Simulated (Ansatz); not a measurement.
**CH8BNSi: basis-set convergence**

How large a basis does CH8BNSi need? Two functionals are run in growing sets.

Method: one geometry, several basis sets; program: Ansatz 0.2.0, Gaussian basis.

Levels to be run: PBE0-D4/def2-SVP; ωB97M-V/def2-SVP; PBE0-D4/def2-QZVPP; ωB97M-V/def2-QZVPP; the functionals' def2-TZVPP values are taken from earlier runs.

## 1. The geometry

The geometry comes from an earlier relaxation with PBE0-D4 in a triple-zeta def2 set; it is a stationary point, not always the lowest conformer.

12 atoms, charge 0, spin multiplicity 1.

Atoms are counted from 1 here; the program's logs count them from 0.

Bond lengths: B1–Si2 2.009 Å, B1–H5 1.197 Å, B1–H6 1.197 Å, Si2–C3 1.887 Å, Si2–H7 1.491 Å, Si2–H8 1.500 Å, C3–N4 1.457 Å, C3–H9 1.103 Å, C3–H10 1.096 Å, N4–H11 1.012 Å, N4–H12 1.012 Å. Angles: Si2–B1–H5 123.2°, Si2–B1–H6 119.9°, H5–B1–H6 116.9°, B1–Si2–C3 114.5°, B1–Si2–H7 110.7°, B1–Si2–H8 106.1°, C3–Si2–H7 110.3°, C3–Si2–H8 108.3°, H7–Si2–H8 106.7°, Si2–C3–N4 111.4°, Si2–C3–H9 108.3°, Si2–C3–H10 107.1°, N4–C3–H9 114.9°, N4–C3–H10 108.8°, H9–C3–H10 106.0°, C3–N4–H11 111.4°, C3–N4–H12 111.0°, H11–N4–H12 107.2°.

Geometry (Å):

```xyz
12
charge 0, multiplicity 1
B    -0.9451    2.1815    0.0101
Si   -0.5953    0.2820    0.5631
C     0.8220   -0.5538   -0.3608
N     0.9534   -1.9533    0.0206
H    -0.4154    2.6979   -0.9311
H    -1.7341    2.8444    0.6185
H    -0.3756    0.1948    2.0354
H    -1.8569   -0.4740    0.2707
H     0.6835   -0.3776   -1.4407
H     1.7417   -0.0252   -0.0847
H     1.6974   -2.4080   -0.4940
H     0.1013   -2.4635   -0.1728
```

## 2. PBE0-D4 in def2-SVP

The input, in.yaml:

```yaml
crystal:
  periodic: [false, false, false]
  atoms:
    - {symbol: B, position_ang: [-0.945068, 2.181468, 0.010142]}
    - {symbol: Si, position_ang: [-0.595317, 0.281954, 0.563051]}
    - {symbol: C, position_ang: [0.822019, -0.553798, -0.360803]}
    - {symbol: N, position_ang: [0.953428, -1.953350, 0.020619]}
    - {symbol: H, position_ang: [-0.415382, 2.697857, -0.931106]}
    - {symbol: H, position_ang: [-1.734095, 2.844401, 0.618455]}
    - {symbol: H, position_ang: [-0.375552, 0.194773, 2.035422]}
    - {symbol: H, position_ang: [-1.856898, -0.474036, 0.270669]}
    - {symbol: H, position_ang: [0.683536, -0.377637, -1.440660]}
    - {symbol: H, position_ang: [1.741683, -0.025191, -0.084748]}
    - {symbol: H, position_ang: [1.697395, -2.408031, -0.493957]}
    - {symbol: H, position_ang: [0.101251, -2.463511, -0.172783]}
basis:
  gaussian: {orbitals: def2-SVP}
hamiltonian: {xc: pbe0, dispersion: d4}
output: {orbitals: {seedname: orbitals}}
```

Command:

```
$ ansatz run in.yaml --threads 2 --pin off --events-out ev --progress --plain --max-ram 4352MiB
```

The runs that follow: ωB97M-V in def2-SVP; PBE0-D4 in def2-QZVPP; ωB97M-V in def2-QZVPP.

Q: Predict the results of all the runs planned. Wanted: PBE0-D4: double and triple zeta above quadruple; ωB97M-V: double and triple zeta above quadruple.

**Answer**, as computed:

```
                                       quantity          value
PBE0-D4: double and triple zeta above quadruple  7.05, 0.48 eV
ωB97M-V: double and triple zeta above quadruple  7.28, 0.45 eV
```

For PBE0-D4 the step from double to triple zeta gains 6.57 eV and the next only 0.48 eV. Total energies overstate the basis error of differences, where much of it tends to cancel.
